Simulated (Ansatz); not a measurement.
**FH₂SeSn radical: a ladder of functionals and wavefunction methods**

An exercise on one series of results from a longer session: the logs are not shown, and one member is left open.

Method: functionals in def2-TZVPP, the program's frozen cores in correlated methods; program: Ansatz 0.2.0, Gaussian basis.

The runs, in order: LDA (SPW92), PBE-D4, revPBE-D4, BLYP-D4, r2SCAN-D4, B97M-V, PBE0-D4, B3LYP-D4, r2SCANh-D4, r2SCAN0-D4, HSE06-D4, BHLYP-D4, CAM-B3LYP-D4, LC-ωPBE, ωB97X-V, ωB97M-V, B2PLYP, PBE-QIDH; CCSD(T)/def2-SVP; CCSD(T)/def2-TZVPP; CCSD(T)/def2-QZVPP; extrapolation to the limit; RPA on PBE.

### The geometry

The geometry comes from an earlier relaxation with PBE0-D4 in a triple-zeta def2 set; it is a stationary point. Sn takes the def2 core potential; no spin-orbit term is included.

SMILES `[F][SnH][SeH]`, 5 atoms, charge 0, spin multiplicity 2.

Atoms are counted from 1 here; the program's logs count them from 0.

Bond lengths: F1–Sn2 1.934 Å, Sn2–Se3 2.544 Å, Sn2–H4 1.740 Å, Se3–H5 1.469 Å. Angles: F1–Sn2–Se3 104.8°, F1–Sn2–H4 104.2°, Se3–Sn2–H4 108.9°, Sn2–Se3–H5 90.1°.

The first run:

Input file in.yaml:

```yaml
crystal:
  periodic: [false, false, false]
  atoms:
    - {symbol: F, position_ang: [-1.147652, -0.583685, 1.395437]}
    - {symbol: Sn, position_ang: [-0.827205, -0.081452, -0.444933]}
    - {symbol: Se, position_ang: [1.576251, 0.750718, -0.480974]}
    - {symbol: H, position_ang: [-0.915955, -1.582802, -1.319064]}
    - {symbol: H, position_ang: [1.364562, 1.423421, 0.808234]}
basis:
  gaussian: {orbitals: def2-TZVPP}
magnetization: {spin_polarized: true, initial_magnetization: 1}
hamiltonian: {xc: lda}
output: {orbitals: {seedname: orbitals}}
```

Launch:

```sh
$ ansatz run in.yaml --threads 2 --pin off --events-out ev --progress --plain --max-ram 22528MiB --backend cpu
```

Among the steps run: LDA; PBE-D4 (GGA); revPBE-D4 (GGA); BLYP-D4 (GGA); r2SCAN-D4 (meta-GGA); B97M-V (meta-GGA); B3LYP-D4 (hybrid); r2SCANh-D4 (hybrid); r2SCAN0-D4 (hybrid); HSE06-D4 (hybrid); BHLYP-D4 (hybrid); CAM-B3LYP-D4 (range-separated); LC-ωPBE (range-separated); ωB97X-V (range-separated); ωB97M-V (range-separated); B2PLYP (double hybrid); PBE-QIDH (double hybrid).

One of the session's tables, all rows but one given; the rest of the session is left out.

It belongs to the step «Orbital energies across the functionals». 

| functional | HOMO (eV) | LUMO (eV) | gap (eV) |
| --- | --- | --- | --- |
| LDA (SPW92) | -5.64 | -5.00 | 0.63 |
| PBE-D4 | -5.55 | -4.69 | 0.86 |
| revPBE-D4 | -5.51 | -4.58 | 0.94 |
| BLYP-D4 | -5.39 | -4.68 | 0.71 |
| r2SCAN-D4 | -5.92 | -4.46 | 1.46 |
| B97M-V | -5.75 | -4.76 | 0.99 |
| PBE0-D4 | -6.65 | -3.93 | 2.71 |
| B3LYP-D4 | -6.42 | -4.28 | 2.14 |
| r2SCANh-D4 | -6.32 | -4.18 | 2.15 |
| r2SCAN0-D4 | ? | ? | ? |
| HSE06-D4 | -6.26 | -4.30 | 1.96 |
| BHLYP-D4 | -7.58 | -3.21 | 4.37 |
| CAM-B3LYP-D4 | -7.84 | -3.09 | 4.76 |
| LC-ωPBE | -9.14 | -1.78 | 7.36 |
| ωB97X-V | -8.71 | -2.13 | 6.58 |
| ωB97M-V | -8.62 | -2.23 | 6.39 |

Estimate the missing values for r2SCAN0-D4.

Worked estimate for «HOMO (eV)». Against the share of exact exchange, r2SCAN-D4 (0, -5.92), r2SCANh-D4 (0.1, -6.32) give a slope of -4.00 per unit share; at 0.25 the line stands at -6.92.

**Answer.** HOMO (eV): -6.92; LUMO (eV): -3.75; gap (eV): 3.18. In «HOMO (eV)» the line misses by 0.00.
